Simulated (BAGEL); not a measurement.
# RI-MP2/6-31G(d) (density fitting with qzvpp-jkfit, spherical functions) run of VSF3 (SMILES [F][V]([F])([F])=[S])

What is the energy change on altering one bond length of VSF3 at RI-MP2/6-31G* (density fitting with qzvpp-jkfit, spherical functions)? 

The results are computed with BAGEL 1.2.2.

7 further runs of the same task are left out: 7 that didn't finish.

### Step 1. The molecule

The species is VSF3 (5 atoms), meant as a singlet with charge 0. SMILES: `[F][V]([F])([F])=[S]`. The shape is that of a PBE0-D4/def2-TZVP optimisation.

Bond lengths: F1–V2 1.710 Å, V2–F3 1.710 Å, V2–F4 1.710 Å, V2–S5 1.982 Å. Angles: F1–V2–F3 110.2°, F1–V2–F4 110.2°, F1–V2–S5 108.7°, F3–V2–F4 110.2°, F3–V2–S5 108.7°, F4–V2–S5 108.7°.

### Step 2. A single-point energy at RI-MP2/6-31G(d) (density fitting with qzvpp-jkfit, spherical functions)

Contents of mp2.json:

```json
{ "bagel": [

{
  "title": "molecule",
  "basis": "6-31gs.json",
  "df_basis": "qzvpp-jkfit",
  "angstrom": true,
  "geometry": [
    { "atom": "F", "xyz": [    0.253000,   -0.809600,    1.512000 ] },
    { "atom": "V", "xyz": [   -0.045100,   -0.048300,    0.010200 ] },
    { "atom": "F", "xyz": [   -1.340300,    1.058600,    0.155800 ] },
    { "atom": "F", "xyz": [   -0.399900,   -1.218600,   -1.185000 ] },
    { "atom": "S", "xyz": [    1.582100,    0.944200,   -0.534300 ] }
  ]
},
{
  "title": "hf"
},
{
  "title": "mp2",
  "ncore": 13
}

]}
```

The basis set 6-31G* is read from a file made from the Basis Set Exchange's data (not shown).

On the command line:

```sh
BAGEL_NUM_THREADS=1 BAGEL mp2.json > mp2.out
```

Standard output:

```text
* using 1 threads per process

  ===============================================================
  ===============================================================

  *** Geometry ***

  { "atom" : "F", "xyz" : [      0.478101,     -1.529922,      2.857266 ] },
  { "atom" : "V", "xyz" : [     -0.085227,     -0.091274,      0.019275 ] },
  { "atom" : "F", "xyz" : [     -2.532800,      2.000464,      0.294419 ] },
  { "atom" : "F", "xyz" : [     -0.755701,     -2.302820,     -2.239325 ] },
  { "atom" : "S", "xyz" : [      2.989736,      1.784279,     -1.009681 ] },

  Number of auxiliary basis functions:      623

  Since a DF basis is specified, we compute 2- and 3-index integrals:
    o Being stored without compression. Storage requirement is 0.044 GB

  Number of basis functions:       94
  Number of electrons      :       66

    * METHOD: MOLECULE                             0.43

  *** RHF ***

  === Nuclear Repulsion ===
   412.3412991925

      * DIIS with orbital gradients will be used.

  === RHF iteration (6-31gs.json) ===
      0      -1637.84172770          0.03294211           0.14
      1      -1630.71569276          0.13262479           0.14
      2      -1638.55182127          0.01305396           0.13
      3      -1638.60946420          0.00770908           0.13
      4      -1638.64255210          0.00223214           0.13
      5      -1638.64601604          0.00045652           0.13
      6      -1638.64638400          0.00025368           0.13
      7      -1638.64693615          0.00019153           0.14
      8      -1638.64744900          0.00012133           0.14
      9      -1638.64767675          0.00007079           0.15
     10      -1638.64772217          0.00006317           0.14
     11      -1638.64772546          0.00007342           0.15
     12      -1638.64773175          0.00002244           0.14
     13      -1638.64773284          0.00000799           0.15
     14      -1638.64773290          0.00000435           0.14
     15      -1638.64773292          0.00000317           0.15
     16      -1638.64773298          0.00000275           0.14
     17      -1638.64773301          0.00000251           0.15
     18      -1638.64773304          0.00000173           0.14
     19      -1638.64773307          0.00000103           0.14
     20      -1638.64773308          0.00000061           0.14
     21      -1638.64773309          0.00000034           0.14
     22      -1638.64773309          0.00000019           0.13
     23      -1638.64773309          0.00000013           0.14
     24      -1638.64773309          0.00000011           0.14
     25      -1638.64773309          0.00000004           0.14
     26      -1638.64773309          0.00000003           0.14
     27      -1638.64773309          0.00000002           0.14
     28      -1638.64773309          0.00000002           0.14
     29      -1638.64773309          0.00000001           0.13
     30      -1638.64773309          0.00000001           0.14
    * SCF iteration converged.

    * Permanent dipole moment:
           (   -0.237430,    -0.144868,     0.079265) a.u.

    * METHOD: HF                                   4.60

  *** RHF ***

  === Nuclear Repulsion ===
   412.3412991925

      * DIIS with orbital gradients will be used.

  === RHF iteration (6-31gs.json) ===
      0      -1638.64773309          0.00000001           0.14
      1      -1638.64773309          0.00000002           0.14
      2      -1638.64773309          0.00000001           0.14
    * SCF iteration converged.

    * Permanent dipole moment:
           (   -0.237430,    -0.144868,     0.079265) a.u.

  === DF-MP2 calculation ===

    * freezing 13 orbitals
    * 3-index integral transformation done
    * assembly done

      MP2 correlation energy:   -1.1528969546      0.09

      MP2 total energy:       -1639.8006300409

    * METHOD: MP2                                  0.66

  ===============================================================
```

Run time: 6 s. Hardware: 1 thread of Arm Neoverse V2, shared host; peak memory 0.18 GiB.

### Step 3. The distorted shape at the same level

Contents of calc.json:

```json
{ "bagel" : [

{
  "title" : "molecule",
  "basis" : "6-31gs.json",
  "df_basis" : "qzvpp-jkfit",
  "angstrom" : "true",
  "geometry" : [
    { "atom" : "F", "xyz" : [       0.536831,       0.126612,       2.468131 ] },
    { "atom" : "V", "xyz" : [       0.238731,       0.887912,       0.966331 ] },
    { "atom" : "F", "xyz" : [      -1.056469,       1.994812,       1.111931 ] },
    { "atom" : "F", "xyz" : [      -0.399900,      -1.218600,      -1.185000 ] },
    { "atom" : "S", "xyz" : [       1.865931,       1.880412,       0.421831 ] }
  ]
},

{ "title" : "hf" },

{ "title" : "mp2", "ncore" : 13 }

]}
```

The basis set 6-31G* is read from a file made from the Basis Set Exchange's data (not shown).

On the command line:

```sh
BAGEL_NUM_THREADS=1 BAGEL calc.json > calc.out
```

Standard output:

```text
* using 1 threads per process

  ===============================================================
  ===============================================================

  *** Geometry ***

  { "atom" : "F", "xyz" : [      1.014464,      0.239262,      4.664092 ] },
  { "atom" : "V", "xyz" : [      0.451136,      1.677911,      1.826101 ] },
  { "atom" : "F", "xyz" : [     -1.996437,      3.769648,      2.101245 ] },
  { "atom" : "F", "xyz" : [     -0.755701,     -2.302820,     -2.239325 ] },
  { "atom" : "S", "xyz" : [      3.526099,      3.553464,      0.797145 ] },

  Number of auxiliary basis functions:      623

  Since a DF basis is specified, we compute 2- and 3-index integrals:
    o Being stored without compression. Storage requirement is 0.044 GB

  Number of basis functions:       94
  Number of electrons      :       66

    * METHOD: MOLECULE                             0.40

  *** RHF ***

  === Nuclear Repulsion ===
   367.6687706018

      * DIIS with orbital gradients will be used.

  === RHF iteration (6-31gs.json) ===
      0      -1637.33792093          0.03465315           0.13
      1      -1612.56884067          0.13730654           0.13
      2      -1638.22556092          0.01564292           0.13
      3      -1638.39138288          0.00492551           0.13
      4      -1638.41291930          0.00177101           0.12
      5      -1638.41571215          0.00173244           0.12
      6      -1638.41910777          0.00103748           0.13
      7      -1638.42125731          0.00105409           0.12
      8      -1638.42169137          0.00051673           0.13
      9      -1638.42317635          0.00050985           0.13
     10      -1638.42443605          0.00050321           0.13
     11      -1638.42559163          0.00049681           0.12
     12      -1638.42405913          0.00048588           0.12
     13      -1638.42311412          0.00047403           0.12
     14      -1638.41777523          0.00091353           0.12
     15      -1638.41793407          0.00071658           0.12
     16      -1638.40742297          0.00317215           0.12
     17      -1638.42088464          0.00071979           0.12
     18      -1638.41938221          0.00061955           0.12
     19      -1638.42149906          0.00071169           0.13
     20      -1638.42034313          0.00054743           0.12
     21      -1638.41755024          0.00058875           0.12
     22      -1638.41355326          0.00151114           0.12
     23      -1638.41655221          0.00088879           0.12
     24      -1638.41700104          0.00083051           0.12
     25      -1638.41740156          0.00076890           0.12
     26      -1638.41881777          0.00075287           0.12
     27      -1638.41889688          0.00081474           0.13
     28      -1638.41855502          0.00050209           0.12
     29      -1638.41551972          0.00065818           0.13
     30      -1638.41756220          0.00064117           0.13
     31      -1638.41933154          0.00085308           0.14
     32      -1638.41535444          0.00096092           0.14
     33      -1638.41280926          0.00131786           0.14
     34      -1638.41223373          0.00149151           0.14
     35      -1638.41538835          0.00087729           0.13
     36      -1638.41865669          0.00054817           0.12
     37      -1638.42059665          0.00107118           0.12
     38      -1638.41303521          0.00132528           0.12
     39      -1638.41478138          0.00104165           0.12
     40      -1638.41449220          0.00112675           0.12
     41      -1638.41645711          0.00089679           0.13
     42      -1638.41253119          0.00152258           0.13
     43      -1638.42010578          0.00075454           0.13
     44      -1638.41641342          0.00070401           0.13
     45      -1638.41552881          0.00089305           0.13
     46      -1638.41474670          0.00103905           0.13
     47      -1638.41545463          0.00087747           0.13
     48      -1638.41336351          0.00137873           0.13
     49      -1638.41881363          0.00068316           0.13
     50      -1638.42007381          0.00073217           0.13
     51      -1638.42085420          0.00091364           0.13
     52      -1638.41675375          0.00068772           0.13
     53      -1638.41122558          0.00182073           0.13
     54      -1638.41326452          0.00138015           0.13
     55      -1638.41359583          0.00131920           0.13
     56      -1638.41355992          0.00132221           0.13
     57      -1638.41893346          0.00064065           0.13
     58      -1638.42058398          0.00085509           0.13
     59      -1638.41829801          0.00064898           0.13
     60      -1638.41903564          0.00067381           0.13
     61      -1638.41829266          0.00065759           0.13
     62      -1638.41101644          0.00160924           0.13
     63      -1638.41623760          0.00092280           0.13
     64      -1638.41866130          0.00105467           0.13
     65      -1638.41425523          0.00140779           0.13
     66      -1638.41787697          0.00094510           0.13
     67      -1638.41695184          0.00099284           0.13
     68      -1638.41792143          0.00030231           0.13
     69      -1638.42139227          0.00045068           0.14
     70      -1638.40951428          0.00186076           0.13
     71      -1638.41091513          0.00181354           0.14
     72      -1638.41865725          0.00076074           0.13
     73      -1638.42190057          0.00082392           0.13
     74      -1638.42283173          0.00100321           0.13
     75      -1638.42092350          0.00109216           0.13
     76      -1638.42164877          0.00092029           0.13
     77      -1638.42499899          0.00039103           0.13
     78      -1638.42192050          0.00038659           0.13
     79      -1638.37797208          0.00533610           0.13
     80      -1638.40495184          0.00282384           0.13
     81      -1638.40995503          0.00227086           0.13
     82      -1638.40427924          0.00297949           0.13
     83      -1638.42348003          0.00072171           0.13
     84      -1638.42615650          0.00078942           0.13
     85      -1638.42246595          0.00085681           0.13
     86      -1638.41900513          0.00128692           0.13
     87      -1638.42604107          0.00085446           0.13
     88      -1638.42891982          0.00082673           0.13
     89      -1638.42234084          0.00041575           0.13
     90      -1638.42914814          0.00037201           0.13
     91      -1638.42825020          0.00035562           0.13
     92      -1638.42767080          0.00042906           0.13
     93      -1638.42458375          0.00038935           0.12
     94      -1638.39923377          0.00360292           0.12
     95      -1638.42994335          0.00059430           0.13
     96      -1638.42890347          0.00044989           0.12
     97      -1638.43036376          0.00046157           0.12
     98      -1638.43218747          0.00051136           0.13
     99      -1638.43382085          0.00073954           0.13
    * Max iteration reached in SCF.

    * Permanent dipole moment:
           (   -1.826093,    -2.628193,    -1.473969) a.u.

    * METHOD: HF                                  13.04

  *** RHF ***

  === Nuclear Repulsion ===
   367.6687706018

      * DIIS with orbital gradients will be used.

  === RHF iteration (6-31gs.json) ===
      0      -1638.43375419          0.00098938           0.13
      1      -1638.43312238          0.00153817           0.13
      2      -1638.43471304          0.00023020           0.13
      3      -1638.43491236          0.00021745           0.13
      4      -1638.43588208          0.00017250           0.13
      5      -1638.43673553          0.00012163           0.13
      6      -1638.43684145          0.00009603           0.13
      7      -1638.43692165          0.00008849           0.13
      8      -1638.43705829          0.00006074           0.13
      9      -1638.43712969          0.00003820           0.13
     10      -1638.43715270          0.00001786           0.13
     11      -1638.43715573          0.00001172           0.13
     12      -1638.43715679          0.00000906           0.13
     13      -1638.43715727          0.00000660           0.13
     14      -1638.43715748          0.00000538           0.13
     15      -1638.43715768          0.00000493           0.13
     16      -1638.43715777          0.00000392           0.13
     17      -1638.43715785          0.00000358           0.13
     18      -1638.43715793          0.00000335           0.13
     19      -1638.43715805          0.00000298           0.13
     20      -1638.43715822          0.00000243           0.13
     21      -1638.43715831          0.00000190           0.13
     22      -1638.43715835          0.00000161           0.13
     23      -1638.43715838          0.00000117           0.13
     24      -1638.43715840          0.00000086           0.13
     25      -1638.43715840          0.00000068           0.13
     26      -1638.43715840          0.00000051           0.13
     27      -1638.43715841          0.00000043           0.13
     28      -1638.43715841          0.00000039           0.13
     29      -1638.43715841          0.00000036           0.13
     30      -1638.43715841          0.00000034           0.14
     31      -1638.43715841          0.00000030           0.14
     32      -1638.43715841          0.00000027           0.14
     33      -1638.43715841          0.00000024           0.14
     34      -1638.43715841          0.00000020           0.15
     35      -1638.43715841          0.00000016           0.15
     36      -1638.43715841          0.00000015           0.14
     37      -1638.43715841          0.00000011           0.15
     38      -1638.43715841          0.00000009           0.15
     39      -1638.43715841          0.00000007           0.14
     40      -1638.43715841          0.00000006           0.15
     41      -1638.43715841          0.00000005           0.15
     42      -1638.43715841          0.00000004           0.14
     43      -1638.43715841          0.00000004           0.15
     44      -1638.43715841          0.00000003           0.15
     45      -1638.43715841          0.00000003           0.15
     46      -1638.43715841          0.00000003           0.15
     47      -1638.43715841          0.00000003           0.15
     48      -1638.43715841          0.00000002           0.15
     49      -1638.43715841          0.00000002           0.15
     50      -1638.43715841          0.00000002           0.15
     51      -1638.43715841          0.00000002           0.15
     52      -1638.43715841          0.00000001           0.15
     53      -1638.43715841          0.00000001           0.14
     54      -1638.43715841          0.00000001           0.15
     55      -1638.43715841          0.00000001           0.14
    * SCF iteration converged.

    * Permanent dipole moment:
           (   -1.719357,    -2.450121,    -1.355137) a.u.

  === DF-MP2 calculation ===

    * freezing 13 orbitals
    * 3-index integral transformation done
    * assembly done

      MP2 correlation energy:   -1.0579644248      0.10

      MP2 total energy:       -1639.4951228379

    * METHOD: MP2                                  7.92

  ===============================================================
```

It took 22 s on 1 thread of Arm Neoverse V2, shared host; peak memory 0.17 GiB.

### Step 4. Results

Level: RI-MP2/6-31G* (density fitting with qzvpp-jkfit, spherical functions), 13 core orbitals frozen.

| quantity | value |
| --- | --- |
| first shape: total energy | -1639.80063 Eh |
| first shape: correlation energy (13 core orbitals frozen) | -1152.9 mEh |
| distorted shape: total energy | -1639.49512 Eh |
| distorted shape: correlation energy (13 core orbitals frozen) | -1058.0 mEh |
| energy change with the V2–F4 bond stretched from 1.710 to 3.078 Å | 8.313 eV |

**Reading.** One bond (distorted shape) is far stretched, which a spin-restricted single reference describes badly; perturbation theory on it can break down and give far too much correlation. With the V2–F4 bond stretched from 1.710 to 3.078 Å the energy rises by 8.31 eV (192 kcal/mol). The first shape isn't relaxed at this level, so the change isn't measured from a minimum. A restricted reference can't describe the breaking bond well at this length.
